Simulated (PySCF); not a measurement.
Molecule: CH4, in a box.

```xyz
5
Lattice="11.0000 0.0000 0.0000 0.0000 11.0000 0.0000 0.0000 0.0000 11.0000" Properties=species:S:1:pos:R:3 pbc="T T T"
C     5.6391    5.5757    5.3126
H     5.8028    5.3487    6.2994
H     4.6795    5.9373    5.1986
H     5.7885    4.7096    4.6944
H     6.4094    6.3000    4.9667
```

The cell isn't the ideal one: atoms moved at random, drawn with an rms of 0.05 Å.

Program: PySCF 2.14.0. Alike in all runs: task atomic charges; potentials or basis 6-31g* (all-electron); no spin polarisation; cell atoms moved at random, drawn with an rms of 0.05 Å; k mesh 1 × 1 × 1; smearing fixed.

Order these runs on this cell by their band gap on the k mesh, lowest first.
A. level TPSSh+D3; three-body dispersion term no; exxdiv ewald
B. level revPBE+D3(OP); three-body dispersion term no
C. level SCAN

B (11.87 eV), C (12.98 eV), A (13.32 eV).

Caveats: this is a molecule in a periodic box at the Γ point, so its band gap is the HOMO-LUMO gap; the basis of atomic orbitals isn't converged, which shifts pressures, moduli and gaps.

